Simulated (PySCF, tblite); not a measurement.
# C₇H₈N₂+ (doublet): geometry, infrared bands and EPR parameters

Aim: predict the infrared bands and EPR parameters of C₇H₈N₂+ (doublet) (`C[C+]=[C][C@@H](C#N)/C=N/C`).

The runs use tblite 0.8.0 and PySCF 2.14.0, with density-fitted response routines of our own; the level of theory stands in each step. All values are computed, except where a source is named. Atoms count from 0, in the outputs and in this text.

## Step 1: The molecule as given

17 atoms, charge 1, multiplicity 2; geometry from: force field or distance geometry start.

Bonds of the start (Å): C0–C1 1.50, C1–C2 1.31, C2–C3 1.50, C3–C4 1.46, C4–N5 1.14, C3–C6 1.48, C6–N7 1.27, N7–C8 1.44, C0–H9 1.09, C0–H10 1.09, C0–H11 1.12, C3–H12 1.12, C6–H13 1.10, C8–H14 1.11, C8–H15 1.11, C8–H16 1.10.

## Step 2: Geometry optimisation with GFN2-xTB

The job: settings as JSON, then the geometry in Å.

```
{"job": {"kind": "relax", "xc": "GFN2-xTB", "basis": "xTB"}, "charge": 1, "multiplicity": 2}
C      3.543900    -0.601000    -0.387900
C      2.247600     0.107700    -0.636700
C      1.029300     0.567600    -0.534600
C      0.202000     0.156300     0.651300
C      0.233000     1.178600     1.698500
N      0.237800     1.983400     2.505900
C     -1.158200    -0.274500     0.262100
N     -2.122500     0.504800     0.546100
C     -3.495700     0.218100     0.223600
H      4.085500    -0.039800     0.374800
H      4.017900    -0.705400    -1.368000
H      3.338500    -1.623500     0.014700
H      0.743600    -0.723100     1.090300
H     -1.353700    -1.231800    -0.253100
H     -4.159900     0.808300     0.890900
H     -3.655500     0.529900    -0.826200
H     -3.740600    -0.843700     0.388000
```

Command:

```sh
> OMP_NUM_THREADS=1 python probes_run.py task.json out
```

One launch serves the whole session: the jobs run in the order shown.

**Question.** This job is followed by: GFN2-xTB harmonic vibrations, gas phase; UKS B3LYP, pcH-1 on C H N, non-relativistic, mean-field spin-orbit, GIAO. What will the session give for the following? strongest single infrared mode (GFN2-xTB); zero-point energy (GFN2-xTB); g(iso) (B3LYP); ⟨S²⟩; largest a(iso) (averaged by class).

As calculated:

| quantity | value |
| --- | --- |
| strongest single infrared mode (GFN2-xTB) | 2302 cm⁻¹, 977 km/mol |
| zero-point energy (GFN2-xTB) | 79.0 kcal/mol |
| g(iso) (B3LYP) | 2.00382 |
| ⟨S²⟩ | 0.758 (exact 0.75) |
| largest a(iso) (averaged by class) | 1H on H13, 184.8 MHz |

Over 124 steps the energy fell by 2.187 eV; of the close pairs, C1–C2 changed most, 1.306 to 1.211 Å. All 45 modes are real, so the xTB geometry is a minimum. The strongest single mode, at 2302 cm⁻¹, moves mainly C1 and C2. GFN2-xTB is a fitted tight-binding method: band positions and strengths are rough. Its intensities can rank the bands wrongly. N7 carries the largest spin population, 0.62 e. The isotropic g lies 1.5 ppt above the free-electron value.
